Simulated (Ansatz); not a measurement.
# Sn11NO24: the cost of one run

Method: DFT, PBE, plane-wave PAW, default files, scalar-relativistic, as far as a step names no other, in Ansatz 0.2.0.

1 further run of the same task is left out (it didn't finish).

**1. The structure to begin with**

The structure is orthorhombic, space group Pmmm (No. 47). The conventional cell has a = 6.701 Å, b = 6.701 Å, c = 9.560 Å, α = 90.00°, β = 90.00°, γ = 90.00°. N (site symmetry mmm) is surrounded by 6 O at 2.05 to 2.06 Å. Around Sn (site symmetry mm2) lie 6 O at 2.05 to 2.06 Å. Around Sn (site symmetry mmm) lie 6 O at 2.05 to 2.06 Å. Only part of the 16 independent sites is listed.

Structure file:

```
N Sn O
1.0
     4.73800    4.73800    0.00000
    -4.73800    4.73800    0.00000
     0.00000    0.00000    9.55950
N Sn O
1 11 24
Direct
  0.00000 0.00000 0.00000
  0.00000 0.00000 0.33333
  0.00000 0.00000 0.66667
  0.50000 0.50000 0.00000
  0.50000 0.50000 0.33333
  0.50000 0.50000 0.66667
  0.50000 0.00000 0.16667
  0.50000 0.00000 0.50000
  0.50000 0.00000 0.83333
  0.00000 0.50000 0.16667
  0.00000 0.50000 0.50000
  0.00000 0.50000 0.83333
  0.30710 0.00000 0.00000
  0.30710 0.00000 0.33333
  0.30710 0.00000 0.66667
  0.80710 0.50000 0.00000
  0.80710 0.50000 0.33333
  0.80710 0.50000 0.66667
  0.50000 0.30710 0.16667
  0.50000 0.30710 0.50000
  0.50000 0.30710 0.83333
  0.00000 0.80710 0.16667
  0.00000 0.80710 0.50000
  0.00000 0.80710 0.83333
  0.69290 0.00000 0.00000
  0.69290 0.00000 0.33333
  0.69290 0.00000 0.66667
  0.19290 0.50000 0.00000
  0.19290 0.50000 0.33333
  0.19290 0.50000 0.66667
  0.50000 0.69290 0.16667
  0.50000 0.69290 0.50000
  0.50000 0.69290 0.83333
  0.00000 0.19290 0.16667
  0.00000 0.19290 0.50000
  0.00000 0.19290 0.83333
```

Atom 1 of the input is the impurity.

**2. Gradients at the starting positions**

Contents of input.yaml:

```yaml
crystal:
  lattice:
    - [4.738, 4.738, 0.0]
    - [-4.738, 4.738, 0.0]
    - [0.0, 0.0, 9.5595]
  atoms:
    - { symbol: "N", position: [0.0, 0.0, 0.0] }
    - { symbol: Sn, position: [0.0, 0.0, 0.3333333333] }
    - { symbol: Sn, position: [0.0, 0.0, 0.6666666667] }
    - { symbol: Sn, position: [0.5, 0.5, 0.0] }
    - { symbol: Sn, position: [0.5, 0.5, 0.3333333333] }
    - { symbol: Sn, position: [0.5, 0.5, 0.6666666667] }
    - { symbol: Sn, position: [0.5, 0.0, 0.1666666667] }
    - { symbol: Sn, position: [0.5, 0.0, 0.5] }
    - { symbol: Sn, position: [0.5, 0.0, 0.8333333333] }
    - { symbol: Sn, position: [0.0, 0.5, 0.1666666667] }
    - { symbol: Sn, position: [0.0, 0.5, 0.5] }
    - { symbol: Sn, position: [0.0, 0.5, 0.8333333333] }
    - { symbol: O, position: [0.3071, 0.0, 0.0] }
    - { symbol: O, position: [0.3071, 0.0, 0.3333333333] }
    - { symbol: O, position: [0.3071, 0.0, 0.6666666667] }
    - { symbol: O, position: [0.8071, 0.5, 0.0] }
    - { symbol: O, position: [0.8071, 0.5, 0.3333333333] }
    - { symbol: O, position: [0.8071, 0.5, 0.6666666667] }
    - { symbol: O, position: [0.5, 0.3071, 0.1666666667] }
    - { symbol: O, position: [0.5, 0.3071, 0.5] }
    - { symbol: O, position: [0.5, 0.3071, 0.8333333333] }
    - { symbol: O, position: [0.0, 0.8071, 0.1666666667] }
    - { symbol: O, position: [0.0, 0.8071, 0.5] }
    - { symbol: O, position: [0.0, 0.8071, 0.8333333333] }
    - { symbol: O, position: [0.6929, 0.0, 0.0] }
    - { symbol: O, position: [0.6929, 0.0, 0.3333333333] }
    - { symbol: O, position: [0.6929, 0.0, 0.6666666667] }
    - { symbol: O, position: [0.1929, 0.5, 0.0] }
    - { symbol: O, position: [0.1929, 0.5, 0.3333333333] }
    - { symbol: O, position: [0.1929, 0.5, 0.6666666667] }
    - { symbol: O, position: [0.5, 0.6929, 0.1666666667] }
    - { symbol: O, position: [0.5, 0.6929, 0.5] }
    - { symbol: O, position: [0.5, 0.6929, 0.8333333333] }
    - { symbol: O, position: [0.0, 0.1929, 0.1666666667] }
    - { symbol: O, position: [0.0, 0.1929, 0.5] }
    - { symbol: O, position: [0.0, 0.1929, 0.8333333333] }
total_charge: 1
kpoints:
  mp_grid: { grid: [3, 3, 2] }
scf:
  occupations: { method: fermi_dirac, width: 0.01 }
hamiltonian:
  xc: pbe
  pseudopotentials: { kind: paw }
output:
  forces: true
  stress: true
  populations: true
  efg:
    quadrupole_moments_barn: { "N": 0.02044, Sn: -0.132, O: -0.02558 }
    contact_densities: true
```

Run with:

```bash
$ ansatz run input.yaml --threads 1 --pin off --max-ram 3072MiB --backend cpu --events-out ev --progress --plain --runs-dir out
```

Q: Estimate wall time and peak memory on 1 thread of Arm Neoverse V1, shared host.

About 99 s, with a peak of 1.1 GiB.
